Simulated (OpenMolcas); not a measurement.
# Ru⁵⁺ among point charges: CASSCF and CASPT2 levels and susceptibility

Aim: the splitting of the states of Ru⁵⁺ in the field of 6 point charges, its lowest levels with spin-orbit coupling and its magnetic susceptibility.

Program: OpenMolcas 26.06. Level of theory: state-averaged CASSCF and CASPT2, spin-orbit coupling by RASSI with atomic mean-field integrals. These are calculated values, not measurements, unless marked.

## (1) The atom as given

```
Species                           : Ru⁵⁺ (ruthenium, Z = 44, 39 electrons)
Basis                             : ANO-RCC-VDZP [6s5p3d1f], 43 functions
Scalar Hamiltonian                : DKH2, point nucleus
Inactive shells                   : 1s 2s 2p 3s 3p 3d 4s 4p
Active space                      : 3 electrons in 5 orbitals (4d)
Some configurations of this space : 4d³
Orbitals                          : optimised for each spin and parity, averaged over all roots
```

The outer shells:

4d3
```
4d [↑ ][↑ ][↑ ][  ][  ]
```

The ion sits among 6 point charges of -1 e arranged as a tetragonal octahedron (D4h), 2.04 Å from the ion, with the axial distance 1.938 Å.

The work runs as a chain of OpenMolcas steps in one folder; each step below is one input file. Labels, J, g values, rates, χT and fits are worked out afterwards by a script from the matrices that RASSI stores. The input lists half of the charges; inversion (Group=XYZ) makes the rest.

## (2) Basis and integrals

Input file a.inp:

```
&GATEWAY
Coord
1

Ru 0.0 0.0 0.0
Basis=ANO-RCC-VDZP
Group=XYZ
NoMove
AngMom=0.0 0.0 0.0
AMFI
XField
3 Angstrom 0
2.040000 0.000000 0.000000 -1.000000
0.000000 2.040000 0.000000 -1.000000
0.000000 0.000000 1.938000 -1.000000
&SEWARD
```

Run with:

```sh
OMP_NUM_THREADS=1 MOLCAS_MEM=1689 MOLCAS_PROJECT=a pymolcas a.inp > a.log
```

Output:

```text
Basis set label: RU.ANO-RCC...6S5P3D1F.

      Electronic valence basis set:
      ------------------
      Associated Effective Charge  44.000000 au
      Associated Actual Charge     44.000000 au
      Nuclear Model: Point charge

      Shell  nPrim  nBasis  Cartesian Spherical Contaminant
         s      21       6        X
         p      18       5        X
         d      13       3                 X
         f       6       1                 X
                  Relativistic Douglas-Kroll-Hess integrals:
                    - DKH order of Hamiltonian: 2
                    - DKH order of Properties : 0
                  Atomic mean-field integrals
```

## (3) Reference wave functions, quartets of even parity, 10 roots

Input file a.inp:

```
&RASSCF
FileOrb=start.orb
Symmetry=1
Spin=4
nActEl=3 0 0
Inactive=9 9
Ras2=5 0
CIRoot=10 10 1
SDav=10
CIMx=300
Iter=120 100
PrWF=0.3
OrbListing=Nothing
MaxOrb=0
>>> COPY $Project.JobIph JOB001
```

start.orb holds the contracted functions of the basis, ordered by shell, or the orbitals of the step before.

Output, shortened:

```text
[...]
      Number of active orbitals                  5
[...]
      Spin quantum number                      1.5
[...]
      Active orbitals                            5   0
[...]
      Number of CSFs                            10
      Number of root(s) required                10
[...]
      Convergence after  7 iterations
[...]
      Natural orbitals and occupation numbers for root  1
      sym 1:   1.000000   1.000000  -0.000000   1.000000   0.000000
      Natural orbitals and occupation numbers for root  2
      sym 1:   0.000000   1.000000   0.000000   1.000000   1.000000
      Natural orbitals and occupation numbers for root  3
      sym 1:   1.000000   0.043335   0.956665   0.956665   0.043335
::    RASSCF root number  1 Total energy:  -4529.67833859
::    RASSCF root number  2 Total energy:  -4529.66498297
::    RASSCF root number  3 Total energy:  -4529.66357085
[...]
::    RASSCF root number  7 Total energy:  -4529.65246305
::    RASSCF root number  8 Total energy:  -4529.59356054
::    RASSCF root number  9 Total energy:  -4529.59356054
::    RASSCF root number 10 Total energy:  -4529.58819434
```

## (4) CASSCF: doublets of even parity, 40 roots

Input file a.inp:

```
&RASSCF
FileOrb=start.orb
Symmetry=1
Spin=2
nActEl=3 0 0
Inactive=9 9
Ras2=5 0
CIRoot=40 40 1
SDav=40
CIMx=300
Iter=120 100
PrWF=0.3
OrbListing=Nothing
MaxOrb=0
>>> COPY $Project.JobIph JOB002
```

Run with:

```sh
OMP_NUM_THREADS=1 MOLCAS_MEM=1689 MOLCAS_PROJECT=a pymolcas a.inp > a.log
```

Output, shortened:

```text
[...]
      Number of active orbitals                  5
[...]
      Spin quantum number                      0.5
[...]
      Active orbitals                            5   0
[...]
      Number of CSFs                            40
      Number of root(s) required                40
[...]
      Convergence after  6 iterations
[...]
      Natural orbitals and occupation numbers for root  1
      sym 1:   0.997732   0.133266   0.104280   0.882361   0.882361
      Natural orbitals and occupation numbers for root  2
      sym 1:   0.114952   0.151031   0.862599   0.935709   0.935709
      Natural orbitals and occupation numbers for root  3
      sym 1:   0.112393   0.328534   0.777462   0.890805   0.890805
::    RASSCF root number  1 Total energy:  -4529.59674374
::    RASSCF root number  2 Total energy:  -4529.59623827
::    RASSCF root number  3 Total energy:  -4529.59461692
[...]
::    RASSCF root number 27 Total energy:  -4529.54505282
::    RASSCF root number 28 Total energy:  -4529.54019521
::    RASSCF root number 29 Total energy:  -4529.49899518
::    RASSCF root number 30 Total energy:  -4529.49771015
```

## (5) RASSI: spin-orbit coupling between the states

Input file a.inp:

```
&RASSI
NrOfJobIphs=2 10 40
1 2 3 4 5 6 7 8 9 10
1 2 3 4 5 6 7 8 9 10 11 12 13 14 15 16 17 18 19 20 21 22 23 24 25 26 27
28 29 30 31 32 33 34 35 36 37 38 39 40
IphNames
JOB001
JOB002
EJob
SpinOrbit
DIPRint=1.0
SOCoupling=1000.0
Subsets=2
Property=9
'ANGMOM' 1 'ANGMOM' 2 'ANGMOM' 3 'MLTPL  1' 1 'MLTPL  1' 2 'MLTPL  1' 3
'AMFI' 1 'AMFI' 2 'AMFI' 3
SOProperty=3
'ANGMOM' 1 'ANGMOM' 2 'ANGMOM' 3
```

Output:

```text
SPIN-FREE ENERGIES:
  (Shifted by EMIN (a.u.) =      -4529.6783385946)

 SF State       Relative EMIN(au)   Rel lowest level(eV)    D:o, cm**(-1)      L_eff

     1             0.0000000000        0.0000000000              0.0000         3.0
     2             0.0133556259        0.3634250939           2931.2211         3.0
     3             0.0147677447        0.4018508046           3241.1453         3.0
     4             0.0147677447        0.4018508046           3241.1453         3.0
     5             0.0253886113        0.6908593082           5572.1561         3.0
     6             0.0258755430        0.7041093946           5679.0253         3.0
     7             0.0258755430        0.7041093946           5679.0253         3.0
    11             0.0815948553        2.2203091231          17908.0008         4.0
    12             0.0821003240        2.2340636286          18018.9384         4.0
    13             0.0837216785        2.2781829300          18374.7845         4.1
    14             0.0842298204        2.2920101750          18486.3088         4.1
    15             0.0842298204        2.2920101750          18486.3088         4.1
     8             0.0847780549        2.3069283959          18606.6323         1.1
     9             0.0847780549        2.3069283959          18606.6323         1.1
    16             0.0884127107        2.4058324194          19404.3471         4.0
    10             0.0901442591        2.4529502533          19784.3780         1.0
    17             0.0921892482        2.5085972404          20233.2013         3.9
    18             0.0926697245        2.5216716677          20338.6536         3.9
    19             0.0926697245        2.5216716677          20338.6536         3.9
    20             0.1041595099        2.8343246538          22860.3700         4.4
    21             0.1041595099        2.8343246538          22860.3700         4.4
    22             0.1070073993        2.9118196729          23485.4095         3.4
    23             0.1093460547        2.9754577293          23998.6850         4.5
    24             0.1099563647        2.9920651106          24132.6326         4.3
    25             0.1099563647        2.9920651106          24132.6326         4.3
    26             0.1137800399        3.0961126131          24971.8323         4.2
    27             0.1160588554        3.1581223412          25471.9745         4.1
    28             0.1173504594        3.1932686773          25755.4488         3.0
    29             0.1173504594        3.1932686773          25755.4488         3.0
    30             0.1190884764        3.2405625279          26136.8995         4.9
    31             0.1208282400        3.2879039068          26518.7334         3.7
    32             0.1219164398        3.3175153345          26757.5657         4.7
    33             0.1219164398        3.3175153345          26757.5657         4.7
    34             0.1279020267        3.4803914510          28071.2502         3.1
    35             0.1279020267        3.4803914510          28071.2502         3.1
    36             0.1310068386        3.5648776851          28752.6776         3.0
    37             0.1332857703        3.6268905767          29252.8453         3.3
    38             0.1381433890        3.7590731156          30318.9694         3.4
    39             0.1793434186        4.8801830354          39361.3307         3.0
    40             0.1806284416        4.9151502903          39643.3606         3.0
Eigenvalues of complex Hamiltonian:
   -----------------------------------
  (Shifted by EMIN (a.u.) =      -4529.6783385946)

 SO State       Relative EMIN(au)   Rel lowest level(eV)    D:o, cm**(-1)     J-value

     1            -0.0060220099        0.0000000000              0.0000         2.0
     2            -0.0060220099        0.0000000000              0.0000         2.0
     3            -0.0056376932        0.0104577889             84.3478         1.8
     4            -0.0056376932        0.0104577889             84.3478         1.8
     5             0.0075225027        0.3685649648           2972.6769         2.2
     6             0.0075225027        0.3685649648           2972.6769         2.2
     7             0.0078082503        0.3763405509           3035.3912         1.7
     8             0.0078082503        0.3763405509           3035.3912         1.7
     9             0.0105020788        0.4496433606           3626.6183         2.2
    10             0.0105020788        0.4496433606           3626.6183         2.2
    11             0.0132097721        0.5233234485           4220.8883         2.6
    12             0.0132097721        0.5233234485           4220.8883         2.6
    13             0.0146235187        0.5617934517           4531.1698         3.0
    14             0.0146235187        0.5617934517           4531.1698         3.0
    15             0.0148236030        0.5672380240           4575.0832         3.2
    16             0.0148236030        0.5672380240           4575.0832         3.2
    17             0.0213510877        0.7448599302           6007.7005         2.5
    18             0.0213510877        0.7448599302           6007.7005         2.5
    19             0.0250760778        0.8462220755           6825.2413         3.5
    20             0.0250760778        0.8462220755           6825.2413         3.5
    21             0.0268296404        0.8939389449           7210.1038         3.1
    22             0.0268296404        0.8939389449           7210.1038         3.1
    23             0.0296181639        0.9698185342           7822.1140         4.0
    24             0.0296181639        0.9698185342           7822.1140         4.0
    25             0.0307335634        1.0001701026           8066.9159         3.4
    26             0.0307335634        1.0001701026           8066.9159         3.4
    27             0.0329861005        1.0614647597           8561.2907         2.7
    28             0.0329861005        1.0614647597           8561.2907         2.7
    29             0.0759480277        2.2305183541          17990.3438         1.6
    30             0.0759480277        2.2305183541          17990.3438         1.6
    31             0.0775168829        2.2732090775          18334.6677         1.3
    32             0.0775168829        2.2732090775          18334.6677         1.3
    33             0.0776021852        2.2755302730          18353.3894         3.3
    34             0.0776021852        2.2755302730          18353.3894         3.3
    35             0.0778738226        2.2829219011          18413.0069         2.5
    36             0.0778738226        2.2829219011          18413.0069         2.5
    37             0.0781690587        2.2909556857          18477.8037         1.7
    38             0.0781690587        2.2909556857          18477.8037         1.7
    39             0.0817234927        2.3876767621          19257.9118         2.6
    40             0.0817234927        2.3876767621          19257.9118         2.6
    41             0.0842601778        2.4567034804          19814.6499         2.5
Weights of the five most important spin-orbit-free states for each spin-orbit state.

 SO State  Total energy (au)           Spin-free states, spin, and weights
 -------------------------------------------------------------------------------------------------------
    1        -0.006022       1 1.5  0.7235    2 1.5  0.1391    4 1.5  0.0550    3 1.5  0.0550    5 1.5  0.0107
    2        -0.006022       1 1.5  0.7235    2 1.5  0.1391    4 1.5  0.0550    3 1.5  0.0550    5 1.5  0.0107
    3        -0.005638       1 1.5  0.7564    3 1.5  0.0886    4 1.5  0.0886    2 1.5  0.0284    7 1.5  0.0114
    4        -0.005638       1 1.5  0.7564    3 1.5  0.0886    4 1.5  0.0886    2 1.5  0.0284    7 1.5  0.0114
    5         0.007523       4 1.5  0.3127    3 1.5  0.3127    5 1.5  0.2217    1 1.5  0.0712    6 1.5  0.0345
    6         0.007523       4 1.5  0.3127    3 1.5  0.3127    5 1.5  0.2217    1 1.5  0.0712    6 1.5  0.0345
    7         0.007808       2 1.5  0.6747    7 1.5  0.1130    6 1.5  0.1130    1 1.5  0.0529    5 1.5  0.0122
    8         0.007808       2 1.5  0.6747    7 1.5  0.1130    6 1.5  0.1130    1 1.5  0.0529    5 1.5  0.0122
    9         0.010502       4 1.5  0.3538    3 1.5  0.3538    7 1.5  0.1168    6 1.5  0.1168    5 1.5  0.0409
   10         0.010502       4 1.5  0.3538    3 1.5  0.3538    7 1.5  0.1168    6 1.5  0.1168    5 1.5  0.0409
   11         0.013210       2 1.5  0.4363    1 1.5  0.1786    3 1.5  0.1355    4 1.5  0.1355    7 1.5  0.0510
   12         0.013210       2 1.5  0.4363    1 1.5  0.1786    3 1.5  0.1355    4 1.5  0.1355    6 1.5  0.0510
```

These steps: 17 s of run time, 1 thread, shared host.

States without spin-orbit coupling:

```
state  degeneracy  E (cm-1)  free-ion L (%)
  4B1           1         0         F (100)
  4B2           1      2931         F (100)
   4E           2      3241         F (100)
  4A2           1      5572         F (100)
   4E           2      5679          F (99)
  2B1           1     17908          G (82)
  2A1           1     18019          G (83)
  2A2           1     18375          G (83)
   2E           2     18486          G (79)
   4E           2     18607          P (98)
  2A1           1     19404         G (100)
  4A2           1     19784         P (100)
  2B2           1     20233          G (93)
   2E           2     20339          G (94)
   2E           2     22860          H (73)
  2A2           1     23485          P (50)
  2B2           1     23999          H (78)
   2E           2     24133          H (69)
  2A1           1     24972          H (65)
  2B1           1     25472          H (60)
   2E           2     25755          P (56)
  2A2           1     26137          H (92)
  2A2           1     26519          H (55)
   2E           2     26758          H (82)
```

With spin-orbit coupling:

```
E (cm-1)  Degeneracy  Label  2S+1               g
     0.0           2   E1/2     4  0.36 0.36 2.69
    84.3           2   E3/2     4  0.36 2.00 2.00
    2973           2   E1/2     4  2.26 2.61 2.61
    3035           2   E3/2     4  1.45 1.45 3.42
    3627           2   E3/2     4  0.26 2.03 2.03
    4221           2   E1/2     4  1.24 1.24 5.25
    4531           2   E1/2     4  2.37 3.18 3.18
    4575           2   E3/2     4  0.96 3.21 3.21
    6008           2   E3/2     4  0.08 0.08 2.79
    6825           2   E3/2     4  0.86 0.86 3.41
    7210           2   E1/2     4  2.47 2.47 3.82
    7822           2   E3/2     4  2.65 2.65 3.31
    8067           2   E1/2     4  1.00 1.00 1.19
    8561           2   E1/2     4  2.65 2.65 8.63
   17990           2   E1/2     4  2.53 2.97 2.97
   18335           2   E1/2     4  0.61 1.79 1.79
   18353           2   E3/2     2  0.33 2.68 2.68
   18413           2   E1/2     2  0.58 0.58 3.74
   18478           2   E3/2     4  0.53 0.53 4.02
   19258           2   E1/2     2  0.41 1.00 1.00
   19815           2   E1/2     2  0.43 0.43 5.96
   20031           2   E3/2     2  1.67 3.34 3.34
   20433           2   E3/2     4  0.02 0.02 7.92
   20683           2   E3/2     2  1.85 2.53 2.53
```

The table of states holds 24 of 37 computed; the rest, higher up, is left out. Principal g values are given for doublets only; a zero marks a field direction without first-order Zeeman splitting.

Powder χT (cm³ K/mol): 0.24 at 2 K, 0.25 at 5 K, 0.26 at 10 K, 0.29 at 20 K, 0.36 at 50 K, 0.41 at 100 K, 0.44 at 150 K, 0.47 at 200 K, 0.49 at 250 K, 0.51 at 300 K.

[end of part 1 of 2]
